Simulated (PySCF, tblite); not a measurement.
**C₇H₈BN: geometry, infrared bands and NMR shifts**

Wanted: the infrared bands and NMR shifts of C₇H₈BN (`[BH3-][n+]1ccccc1C#C`), by calculation.

Programs: tblite 0.8.0 and PySCF 2.14.0, with density-fitted response routines of our own. Each step states its level of theory. These are calculated values for one molecule in the gas phase, unless marked as measured. Atoms are numbered from 0 throughout.

### Step 1. Starting geometry

17 atoms, charge 0, multiplicity 1; geometry from: force field or distance geometry start.

Bonds of the start (Å): B0–N1 1.54, N1–C2 1.37, C2–C3 1.38, C3–C4 1.40, C4–C5 1.39, C5–C6 1.40, C6–C7 1.45, C7–C8 1.21, C6–N1 1.38, B0–H9 1.20, B0–H10 1.19, B0–H11 1.20, C2–H12 1.09, C3–H13 1.08, C4–H14 1.08, C5–H15 1.09, C8–H16 1.06.

### Step 2. Geometry optimisation with GFN2-xTB

The job: settings as JSON, then the geometry in Å.

```
{"job": {"kind": "relax", "xc": "GFN2-xTB", "basis": "xTB"}, "charge": 0, "multiplicity": 1}
B     -1.739800     1.189500     0.052800
N     -0.325900     0.608400    -0.115500
C      0.679900     1.417500    -0.576300
C      1.971400     0.951000    -0.751000
C      2.261400    -0.379900    -0.411500
C      1.249100    -1.209400     0.060200
C     -0.044200    -0.703400     0.214100
C     -1.057700    -1.598600     0.725900
C     -1.907300    -2.353500     1.142400
H     -2.091600     1.116200     1.198500
H     -1.794400     2.336400    -0.277300
H     -2.516400     0.575500    -0.623000
H      0.463500     2.455900    -0.828400
H      2.754200     1.595200    -1.120200
H      3.265000    -0.750300    -0.539200
H      1.481900    -2.236400     0.325900
H     -2.656000    -3.002200     1.512700
```

Launch:

```console
$ OMP_NUM_THREADS=1 python probes_run.py task.json out
```

This one command runs all jobs of the session in turn.

The log of the run:

```text
step      E/eV     max force
  0    -629.80966    1.292
  1    -629.87147    1.182
  2    -629.91091    2.102
  3    -629.96927    1.073
  4    -629.99606    0.354
  5    -630.00669    0.254
  6    -630.01260    0.240
  7    -630.01717    0.209
  8    -630.02014    0.127
  9    -630.02233    0.118
 10    -630.02330    0.081
 11    -630.02380    0.055
 12    -630.02427    0.056
 13    -630.02477    0.069
 14    -630.02516    0.053
 15    -630.02544    0.033
 16    -630.02569    0.041
 17    -630.02595    0.042
 18    -630.02616    0.034
 19    -630.02630    0.032
 20    -630.02642    0.029
 21    -630.02655    0.037
 22    -630.02668    0.032
 23    -630.02680    0.025
 24    -630.02689    0.022
 25    -630.02695    0.017
 26    -630.02699    0.015
 27    -630.02703    0.014
 28    -630.02707    0.018
 29    -630.02711    0.020
 30    -630.02715    0.014
 31    -630.02718    0.013
 32    -630.02720    0.015
 33    -630.02724    0.023
 34    -630.02730    0.028
 35    -630.02737    0.024
 36    -630.02742    0.018
 37    -630.02746    0.013
 38    -630.02748    0.011
 39    -630.02750    0.011
 40    -630.02751    0.010
```

Run time: 0.39 s. Hardware: 1 thread of Arm Neoverse N1, shared host.

Step by step: (not every step is listed)

| step | energy from step 0 (eV) | largest force (eV/Å) |
| --- | --- | --- |
| 0 | 0.0000 | 1.2925 |
| 1 | -0.0618 | 1.1820 |
| 2 | -0.1012 | 2.1022 |
| 3 | -0.1596 | 1.0734 |
| 4 | -0.1864 | 0.3542 |
| 5 | -0.1970 | 0.2539 |
| 6 | -0.2029 | 0.2398 |
| 7 | -0.2075 | 0.2086 |
| 8 | -0.2105 | 0.1272 |
| 10 | -0.2136 | 0.0810 |
| 12 | -0.2146 | 0.0556 |
| 14 | -0.2155 | 0.0531 |
| 16 | -0.2160 | 0.0413 |
| 18 | -0.2165 | 0.0342 |
| 20 | -0.2168 | 0.0288 |
| 22 | -0.2170 | 0.0323 |
| 24 | -0.2172 | 0.0222 |
| 26 | -0.2173 | 0.0149 |
| 28 | -0.2174 | 0.0182 |
| 30 | -0.2175 | 0.0142 |
| 32 | -0.2175 | 0.0146 |
| 34 | -0.2176 | 0.0278 |
| 35 | -0.2177 | 0.0238 |
| 36 | -0.2178 | 0.0179 |
| 37 | -0.2178 | 0.0130 |
| 38 | -0.2178 | 0.0114 |
| 39 | -0.2178 | 0.0114 |
| 40 | -0.2178 | 0.0095 |

Distances of close pairs at the start and the end, largest changes first:

| bond | before (Å) | after (Å) | change (Å) |
| --- | --- | --- | --- |
| N1–C2 | 1.371 | 1.329 | -0.041 |
| N1–C6 | 1.382 | 1.344 | -0.038 |
| C6–C7 | 1.446 | 1.414 | -0.032 |
| B0–N1 | 1.538 | 1.557 | +0.019 |
| C3–C4 | 1.404 | 1.388 | -0.015 |
| C2–H12 | 1.090 | 1.079 | -0.011 |
| C7–C8 | 1.210 | 1.201 | -0.009 |
| C8–H16 | 1.058 | 1.049 | -0.008 |

The final coordinates are the input of the step that follows.

### Step 3. Infrared spectrum with GFN2-xTB

The job: settings as JSON, then the geometry in Å.

```
{"job": {"kind": "ir", "xc": "GFN2-xTB", "basis": "xTB"}, "charge": 0, "multiplicity": 1}
B     -1.758831     1.168313     0.063189
N     -0.314877     0.612292    -0.108766
C      0.668124     1.380857    -0.566740
C      1.963373     0.932190    -0.736400
C      2.266440    -0.384161    -0.415522
C      1.248854    -1.190148     0.061646
C     -0.033824    -0.663892     0.203880
C     -1.068634    -1.494288     0.692887
C     -1.882038    -2.271173     1.113880
H     -2.037165     1.027708     1.218063
H     -1.761761     2.311438    -0.276227
H     -2.466381     0.482342    -0.615013
H      0.390371     2.396567    -0.803416
H      2.719044     1.603134    -1.112163
H      3.267142    -0.769071    -0.535085
H      1.424423    -2.221133     0.327063
H     -2.631256    -2.908943     1.478812
```

The log of the run:

```text
mode    cm-1     km/mol
  1     106.3      6.18
  2     112.0      0.18
  3     143.3      1.44
  4     172.3      3.43
  5     304.9      7.52
  6     313.8      0.72
  7     405.6      0.03
  8     430.5      2.29
  9     486.7      0.23
 10     501.8      4.41
 11     543.7      2.58
 12     647.1      6.48
 13     667.9     16.10
 14     686.0     26.24
 15     706.4      0.66
 16     773.6     41.81
 17     783.4      7.21
 18     883.0      3.55
 19     896.5      9.99
 20     917.8      0.12
 21     920.0     43.21
 22     925.9      0.80
 23    1032.5     11.87
 24    1094.2      0.54
 25    1115.1      2.66
 26    1153.8     25.79
 27    1163.9      0.29
 28    1213.2     20.95
 29    1219.7     91.55
 30    1242.1     30.70
 31    1255.9     21.15
 32    1303.7      3.47
 33    1402.3     14.56
 34    1437.0     39.20
 35    1541.1     12.64
 36    1570.8     14.88
 37    2248.8     20.45
 38    2380.3    201.36
 39    2405.3    183.77
 40    2447.7    256.57
 41    3095.0      3.55
 42    3099.4      2.44
 43    3106.7     21.05
 44    3113.2     17.64
 45    3393.5     13.82
```

It took 0.89 s on 1 thread of Arm Neoverse N1, shared host.

Which atoms move in the most intense modes:

| cm⁻¹ | km/mol | atoms |
| --- | --- | --- |
| 774 | 41.8 | H13 25 %, H14 20 %, H15 12 %, C6 12 % |
| 920 | 43.2 | H10 39 %, H9 17 %, H11 17 %, B0 17 % |
| 1220 | 91.5 | H12 20 %, H9 16 %, H11 16 %, H15 16 % |
| 1242 | 30.7 | C6 34 %, H14 15 %, H15 13 % |
| 1437 | 39.2 | C6 25 %, C2 15 %, C5 15 %, N1 11 % |
| 2380 | 201.4 | H11 47 %, H9 44 % |
| 2405 | 183.8 | H9 44 %, H11 41 % |
| 2448 | 256.6 | H10 85 % |

### Step 4. NMR shieldings: PBE0/pcSseg-1

Settings changed since step 3:

```diff
@@ -1,2 +1,2 @@
-{"job": {"kind": "ir", "xc": "GFN2-xTB", "basis": "xTB"}, "charge": 0, "multiplicity": 1}
+{"job": {"kind": "nmr", "xc": "PBE0", "basis": "pcSseg-1"}, "charge": 0, "multiplicity": 1}
 B     -1.758831     1.168313     0.063189
```

Level: GIAO PBE0/pcSseg-1 NMR shielding, non-relativistic, gas phase.

The log of the run:

```text
coarse grid: 14712 points
cycle   1  E = -350.4826987718  dE =  1.656e+00  |g| = 4.873e-01  |ddm| = 4.027e+00
cycle   2  E = -350.4800282486  dE =  2.671e-03  |g| = 5.190e-01  |ddm| = 1.312e+00
cycle   3  E = -350.5485800904  dE = -6.855e-02  |g| = 1.504e-01  |ddm| = 6.525e-01
cycle   4  E = -350.5535078861  dE = -4.928e-03  |g| = 6.732e-02  |ddm| = 1.736e-01
cycle   5  E = -350.5545677321  dE = -1.060e-03  |g| = 1.768e-02  |ddm| = 5.747e-02
cycle   6  E = -350.5546395072  dE = -7.178e-05  |g| = 4.978e-03  |ddm| = 2.118e-02
cycle   7  E = -350.5546447912  dE = -5.284e-06  |g| = 2.189e-03  |ddm| = 5.837e-03
final grid: 143632 points
cycle   8  E = -350.6064135239  dE = -4.401e-05  |g| = 8.512e-03  |ddm| = 7.067e-02
cycle   9  E = -350.6063917729  dE =  2.175e-05  |g| = 1.301e-02  |ddm| = 1.972e-02
cycle  10  E = -350.6064311527  dE = -3.938e-05  |g| = 2.303e-03  |ddm| = 1.176e-02
cycle  11  E = -350.6064324584  dE = -1.306e-06  |g| = 4.186e-04  |ddm| = 2.156e-03
cycle  12  E = -350.6064324895  dE = -3.107e-08  |g| = 2.374e-04  |ddm| = 5.490e-04
cycle  13  E = -350.6064325024  dE = -1.291e-08  |g| = 7.775e-05  |ddm| = 2.379e-04
cycle  14  E = -350.6064325038  dE = -1.421e-09  |g| = 2.024e-05  |ddm| = 7.845e-05
cycle  15  E = -350.6064325040  dE = -1.128e-10  |g| = 5.054e-06  |ddm| = 2.560e-05
converged SCF energy = -350.6064325040

GIAO shielding tensors (ppm)
atom      isotropic    diamagn.    paramagn.     s11        s22        s33       span
  0 B      120.201     188.104     -67.903     99.179    113.108    148.316     49.137
  1 N      -27.066     330.947    -358.013   -190.956   -145.732    255.489    446.444
  2 C       32.799     246.703    -213.904    -64.926     25.248    138.074    203.000
  3 C       57.964     256.835    -198.871    -50.590     47.366    177.115    227.705
  4 C       43.970     252.306    -208.336    -71.832     20.618    183.123    254.955
  5 C       49.320     253.250    -203.930    -59.363     41.280    166.043    225.406
  6 C       41.775     252.496    -210.720    -50.115     32.332    143.109    193.223
  7 C      103.009     247.641    -144.633      0.990     11.824    296.211    295.221
  8 C       78.662     260.878    -182.216     31.209     32.624    172.154    140.945
  9 H       28.450      29.389      -0.939     24.612     28.065     32.673      8.060
 10 H       29.135      30.251      -1.117     25.253     29.557     32.594      7.341
 11 H       28.448      29.388      -0.940     24.610     28.066     32.669      8.058
 12 H       22.602      30.331      -7.729     17.762     22.416     27.628      9.866
 13 H       24.326      29.354      -5.028     21.445     24.471     27.061      5.616
 14 H       23.779      29.212      -5.433     21.047     23.620     26.668      5.621
 15 H       23.856      30.457      -6.601     20.253     22.904     28.411      8.158
 16 H       27.745      34.403      -6.657     24.168     25.005     34.064      9.896
```

It took 68 s on 1 thread of Arm Neoverse N1, shared host; peak memory 0.85 GiB.

The references, computed at this level on geometries of the same kind, shield at (ppm): 1H TMS 31.72, 13C TMS 186.9, 15N NH3 267.7, 11B BF3·OEt2 100.1. Their shielding less the atom's gives the shift. The references are single molecules in the gas phase, so shifts against H2O, NH3, PH3, H3PO4 or CFCl3 are not on the usual liquid scales and can be off by tens of ppm. Atoms listed in one row are averaged.

| atoms | environment | σ (ppm) | δ (ppm) | δ scaled to CDCl3 |
| --- | --- | --- | --- | --- |
| C2 | aromatic CH next to a ring nitrogen | 32.8 | 154.1 | 148.5 |
| C6 | substituted aromatic carbon next to a ring nitrogen | 41.8 | 145.1 | 139.8 |
| C4 | aromatic CH | 44.0 | 143.0 | 137.6 |
| C5 | aromatic CH | 49.3 | 137.6 | 132.4 |
| C3 | aromatic CH | 58.0 | 129.0 | 124.0 |
| C8 | terminal alkyne carbon | 78.7 | 108.3 | 103.7 |
| C7 | alkyne carbon | 103.0 | 83.9 | 80.0 |
| H12 | hydrogen on an aromatic CH next to a ring nitrogen | 22.60 | 9.12 | 8.70 |
| H14 | hydrogen on an aromatic CH | 23.78 | 7.94 | 7.59 |
| H15 | hydrogen on an aromatic CH | 23.86 | 7.86 | 7.52 |
| H13 | hydrogen on an aromatic CH | 24.33 | 7.39 | 7.07 |
| H16 | hydrogen on a terminal alkyne carbon | 27.75 | 3.97 | 3.85 |
| H9, H10, H11 | hydrogen on a boron bonded to N | 28.68 | 3.04 | – |
| B0 | boron bonded to N, 3 H | 120.2 | -20.1 | – |
| N1 | donor nitrogen of a Lewis adduct | -27.1 | 294.8 | – |

The scaled column applies a straight-line fit of computed shieldings to shifts measured in CDCl3 (root-mean-square error 0.16 ppm for H, 1.9 ppm for C).

Charges from the same density, by scheme (e):

| atoms | Mulliken | IAO | Hirshfeld | ESP fit |
| --- | --- | --- | --- | --- |
| B0 | -0.01 | -0.41 | -0.12 | -0.22 |
| N1 | -0.58 | -0.01 | 0.03 | -0.05 |
| C2 | 0.26 | 0.01 | 0.06 | 0.09 |
| C3 | -0.19 | -0.16 | -0.04 | -0.32 |
| C4 | 0.04 | -0.11 | -0.02 | 0.05 |
| C5 | -0.12 | -0.14 | -0.03 | -0.43 |
| C6 | 0.24 | 0.13 | 0.10 | 0.63 |
| C7 | 0.39 | -0.02 | -0.02 | -0.30 |
| C8 | -0.35 | -0.17 | -0.05 | -0.20 |

Mayer bond orders: B0–N1 0.63, N1–C2 1.33, C2–C3 1.41, C3–C4 1.40, C4–C5 1.44, C5–C6 1.35, C6–C7 1.03, C7–C8 2.31, C6–N1 1.23.

Ring of atoms N1, C2, C3, C4, C5, C6: NICS(0) -7.3, NICS(1) -10.2, NICS(1)zz -24.7 ppm (means of both faces).

Orbitals, density, ELF and potential are computed afterwards from the orbital file.

Frontier orbitals at PBE0/pcSseg-1, with the share of their density that lies nearest to each atom:

| orbital | energy (eV) | lies on |
| --- | --- | --- |
| HOMO | -7.23 | H9, H11 about 32 % each; B0 15 % |
| LUMO | -2.29 | C6 19 %; N1 18 %; C3, C4, C8 about 13 % each |

ELF in a plane through or near 15 of the atoms.

Ten even steps from ' ' (0.00) to '@' (1.00):
```
                                                        
                                                        
                            ++**++..                    
                          ++@@@@@@%%                    
                  ++@@++  --@@@@@@%%                    
                ..@@@@@@::..@@@@@@**..                  
                  ##@@@@##  ++++..  --..                
        ..##%%++  ::**--++==##----::++::                
        **@@@@@@**##++==##++==%%----::..                
        ++@@@@@@::++##====****++                        
          ::====**##++    ==--==**++####++--            
              --**..++**++%%..**%%++##%%****++::        
          ..%%@@@@--##**##==++==**--%%++--@@@@@@==      
          ++@@@@@@##==++**%%::  ==##%%++##@@@@@@**      
          ..@@@@@@::  ##@@@@%%  ..==**++++%%@@%%..      
            --++::    %%@@@@%%    ::----::..::..        
                      --%%%%--                          
                                                        
                                                        
                                                        
```
The map spans 12.7 Å across and 10.9 Å up, centred on the molecule. Atoms in the plane (x, y in Å): B0 (1.2, 1.7), N1 (0.0, 0.7), C2 (-1.2, 1.1), C3 (-2.3, 0.2), C4 (-2.0, -1.2), C5 (-0.7, -1.6), C6 (0.3, -0.6), C7 (1.7, -1.1), C8 (2.8, -1.5), H10 (0.7, 2.8), H12 (-1.4, 2.2), H13 (-3.3, 0.6), H14 (-2.8, -1.9), H15 (-0.4, -2.6), H16 (3.8, -1.9).

On the surface of density 0.002 e/bohr³ the electrostatic potential runs, from the 1st to the 99th percentile, from -1.78 to 1.64 V.

### Step 5. Summary of results

```
                                                              quantity                                               value
                             strongest single infrared mode (GFN2-xTB)                               2448 cm⁻¹, 257 km/mol
                                          zero-point energy (GFN2-xTB)                                       79.1 kcal/mol
                                13C shifts against TMS (PBE0/pcSseg-1)  154.1, 145.1, 143.0, 137.6, 129.0, 108.3, 83.9 ppm
1H shifts against TMS (PBE0/pcSseg-1, means over atoms taken as alike)              9.12, 7.94, 7.86, 7.39, 3.97, 3.04 ppm
                           11B shifts against BF3·OEt2 (PBE0/pcSseg-1)                                           -20.1 ppm
                                15N shifts against NH3 (PBE0/pcSseg-1)                                           294.8 ppm
                                 surface potential, 1st and 99th percentile                                  -1.78 V and 1.64 V
```

In words: The optimisation took 40 steps and gained 0.218 eV; among the close pairs (by a distance rule), N1–C2 changed most, from 1.371 to 1.329 Å. No mode is imaginary among the 45: a minimum at this level. The strongest single mode, at 2448 cm⁻¹, moves mainly H10. GFN2-xTB is a fitted tight-binding method: band positions and strengths are rough. Its intensities can rank the bands wrongly. At PBE0/pcSseg-1: The widest tensor belongs to N1: span 446 ppm, with a paramagnetic part of -358 ppm. NICS(1)zz of -25 ppm above the planar ring from N1 marks a diatropic (aromatic) ring current. At PBE0/pcSseg-1, counted by nearest atom on the grid, the HOMO lies on H9, H11 about 32 % each; B0 15 %, the LUMO on C6 19 %; N1 18 %.
